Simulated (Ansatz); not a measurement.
Runs of Ansatz 0.2.0 on CsLiCr2Te2S3. Symmetry: Pm, No. 6, monoclinic system. The conventional cell has a = 7.057 Å, b = 3.981 Å, c = 9.084 Å, α = 90.00°, β = 107.12°, γ = 90.00°. Cs (site symmetry m) has 3 S at 3.44 to 3.50 Å and 1 Te at 3.93 Å as nearest neighbours. Li (site symmetry m) has 3 S at 2.21 to 2.30 Å as nearest neighbours. Cr (site symmetry m) has 5 S at 2.47 to 2.63 Å and 1 Te at 2.79 Å and 2 Li at 2.81 Å as nearest neighbours. Around Cr (site symmetry m) lie 2 S at 2.34 to 2.50 Å. Te (site symmetry m) is surrounded by 3 Cr at 2.76 to 2.79 Å. Te (site symmetry m) has 1 S at 2.48 Å and 2 Cr at 2.80 Å as nearest neighbours. Around S (site symmetry m) lie 2 Li at 2.21 Å and 1 Te at 2.48 Å and 1 Cr at 2.51 Å. S (site symmetry m) has 3 Cr at 2.34 to 2.47 Å and 1 Li at 2.63 Å as nearest neighbours. The cell was built by a generator and needn't be a form met in nature.

```csv
task,level,potentials or basis,cell,k mesh,cutoff (eV),points for each segment of the path,gap on the mesh (eV),pressure (GPa),moment (μB),largest force (eV/Å)
single point,PBE,Ansatz PAW earlier set,as given,4 × 7 × 3,1070,-,0.48,0.0,6.00,0.01
electron localisation function,PBE,Ansatz PAW,as given,4 × 7 × 3,420,-,0.48,0.0,6.00,0.01
band structure,BLYP,Ansatz PAW,as given,4 × 7 × 3,420,10,0.53,2.8,6.00,(a)
relaxation of cell and atoms,BLYP,Ansatz PAW,relaxed,3 × 5 × 3,420,-,0.60,0.0,6.00,0.01
electric field gradients,PBE,Ansatz PAW,as given,4 × 7 × 3,420,-,0.48,0.0,6.00,0.01
```

Alike in all rows: spin collinear, ferromagnetic start; smearing fermi-dirac 0.05 eV.

Fill in the values left out.

(a) 0.38.

Caveats: spin-orbit coupling is left out, which moves the levels of the heavy elements; only a ferromagnetic start was run, and an antiferromagnetic order may lie lower in energy; odd divisions of the mesh miss points on the zone boundary, where band edges often lie, so the gap on the mesh can be too wide (some runs); the PAW data sets come from PBE, with cores solved anew for the run's functional, which leaves a small shift of forces and pressure (some runs); the plane-wave basis is chosen anew once the cell has moved, so the energies of steps on either side of that aren't comparable (some runs).

A k mesh can miss the band edges, and the runs leave out spin-orbit coupling on Cs, Te.
